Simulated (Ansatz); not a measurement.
# ClH3S2Si: one species, many methods

One table from this session's results is given with a row withheld; the runs are named, their logs left out.

Computed with Ansatz 0.2.0, Gaussian basis. Level: functionals in def2-TZVPP, the program's frozen cores in correlated methods.

Levels to be run: LDA (SPW92), PBE-D4, revPBE-D4, BLYP-D4, r2SCAN-D4, B97M-V, PBE0-D4, B3LYP-D4, r2SCANh-D4, r2SCAN0-D4, HSE06-D4, BHLYP-D4, CAM-B3LYP-D4, LC-ωPBE, ωB97X-V, ωB97M-V, B2PLYP, PBE-QIDH; CCSD(T)/def2-SVP; CCSD(T)/def2-TZVPP; MP2/def2-QZVPP; extrapolation to the limit; RPA on PBE.

### The relaxed structure

All runs share one geometry, relaxed beforehand with PBE0-D4 in a triple-zeta def2 set.

7 atoms, charge 0, spin multiplicity 1.

Atoms are counted from 1 here; the program's logs count them from 0.

Bond lengths: S1–Si2 2.118 Å, S1–H5 1.345 Å, Si2–S3 2.119 Å, Si2–Cl4 2.055 Å, Si2–H6 1.478 Å, S3–H7 1.344 Å. Angles: Si2–S1–H5 93.3°, S1–Si2–S3 103.9°, S1–Si2–Cl4 113.8°, S1–Si2–H6 110.0°, S3–Si2–Cl4 109.9°, S3–Si2–H6 114.3°, Cl4–Si2–H6 105.2°, Si2–S3–H7 93.6°.

The first run:

File in.yaml:

```yaml
crystal:
  periodic: [false, false, false]
  atoms:
    - {symbol: S, position_ang: [-0.763720, 1.049611, -1.542156]}
    - {symbol: Si, position_ang: [-0.061273, 0.011360, 0.164934]}
    - {symbol: S, position_ang: [1.915165, -0.547663, -0.357195]}
    - {symbol: Cl, position_ang: [-1.162454, -1.660207, 0.629244]}
    - {symbol: H, position_ang: [-1.674499, 1.745612, -0.839407]}
    - {symbol: H, position_ang: [-0.152570, 0.879387, 1.357082]}
    - {symbol: H, position_ang: [1.960651, -1.545999, 0.541898]}
basis:
  gaussian: {orbitals: def2-TZVPP}
hamiltonian: {xc: lda}
output: {orbitals: {seedname: orbitals}}
```

Command:

```console
ansatz run in.yaml --threads 2 --pin off --events-out ev --progress --plain --max-ram 4352MiB
```

Among the steps run: LDA; PBE-D4 (GGA); revPBE-D4 (GGA); BLYP-D4 (GGA); r2SCAN-D4 (meta-GGA); B97M-V (meta-GGA); B3LYP-D4 (hybrid); r2SCANh-D4 (hybrid); r2SCAN0-D4 (hybrid); HSE06-D4 (hybrid); BHLYP-D4 (hybrid); CAM-B3LYP-D4 (range-separated); LC-ωPBE (range-separated); ωB97X-V (range-separated); ωB97M-V (range-separated); B2PLYP (double hybrid); PBE-QIDH (double hybrid).

One table of the session follows, with a row left open; its other results are not shown here.

It belongs to the step «Frontier levels by functional». 

```
  functional  HOMO (eV)  gap (eV)
 LDA (SPW92)      -6.79      5.29
      PBE-D4          ?         ?
   revPBE-D4      -6.62      5.39
     BLYP-D4      -6.48      5.27
   r2SCAN-D4      -6.97      5.97
      B97M-V      -7.06      5.94
     PBE0-D4      -7.92      7.54
    B3LYP-D4      -7.65      7.01
  r2SCANh-D4      -7.43      6.75
  r2SCAN0-D4      -8.11      7.92
    HSE06-D4      -7.52      6.76
    BHLYP-D4      -9.00      9.57
CAM-B3LYP-D4      -9.23      9.92
     LC-ωPBE     -10.67     12.59
     ωB97X-V     -10.29     12.06
     ωB97M-V     -10.10     11.65
```

**Question.** Estimate the row for PBE-D4.

**Answer.** HOMO (eV): -6.67; gap (eV): 5.36. In the column «HOMO (eV)» it lies between LDA (SPW92) (-6.79) and revPBE-D4 (-6.62).
